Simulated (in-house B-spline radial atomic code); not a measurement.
# Ce⁵⁰⁺: excited configurations

How much energy does it take to promote electrons of Ce⁵⁰⁺ to other shells? Each configuration is solved by itself and compared with the reference.

The numbers are computed with in-house B-spline radial atomic code version 1 (non-relativistic Hartree-Fock, average of configuration, point nucleus, basis-set limit), except any that are marked as measured or tabulated.

## (1) Starting point

| Quantity | Value |
| --- | --- |
| element | cerium (Z = 58) |
| charge | +50 |
| electrons | 8 |
| configuration | [He] 2s2 2p4 |
| Hamiltonian | non-relativistic |
| nucleus | point |

Outer shells as boxes (Hund's rule):

[He] 2s2 2p4
```
[He] core
2s [↑↓]
2p [↑↓][↑ ][↑ ]
```

The boxes draw the filling by Hund's rule, which heavy ions in jj coupling don't follow; these runs average over all states of the configuration.

The run's settings:

```ini
Z = 58
electrons = 8.0
configuration = [He] 2s2 2p4
hamiltonian = nr
method = hf
spin_polarised = False
```

From the earlier run of the reference: total energy -5565.754856 hartree. Levels, eight at most:

```csv
orbital,occupation,energy (eV),<r> (bohr)
1s,2,-42784.6,0.02612
2s,2,-9705.81,0.1085
2p,4,-9485.48,0.09180
```

## (2) [He] 2s2 2p2 4s1 4p1

The run's settings:

```ini
Z = 58
electrons = 8.0
configuration = [He] 2s2 2p2 4s1 4p1
hamiltonian = nr
method = hf
spin_polarised = False
```

## (3) [He] 2p4 3d1 4s1

The run's settings:

```ini
Z = 58
electrons = 8.0
configuration = [He] 2p4 3d1 4s1
hamiltonian = nr
method = hf
spin_polarised = False
```

**Question.** How far above the reference does each configuration lie (order and size, in eV)?

As calculated:

| net move | configuration | energy above the reference (eV) | largest <r> (bohr) |
| --- | --- | --- | --- |
| 2×2s → 3d, 4s | [He] 2p4 3d1 4s1 | 13196.2 | 0.452 |
| 2×2p → 4p, 4s | [He] 2s2 2p2 4s1 4p1 | 14543.6 | 0.448 |

The lowest of them is 2×2s → 3d, 4s at 13196.2 eV and the highest 2×2p → 4p, 4s at 14543.6 eV. Koopmans' estimate of the ionisation threshold is 9485.48 eV; 2 configurations exceed it by over 2 % and could autoionise. Two partly filled shells share a symmetry and can mix in the average, which may lower the energy, for: 2×2p → 4p, 4s. These are averages over configurations, without correlation, not spectroscopic levels.
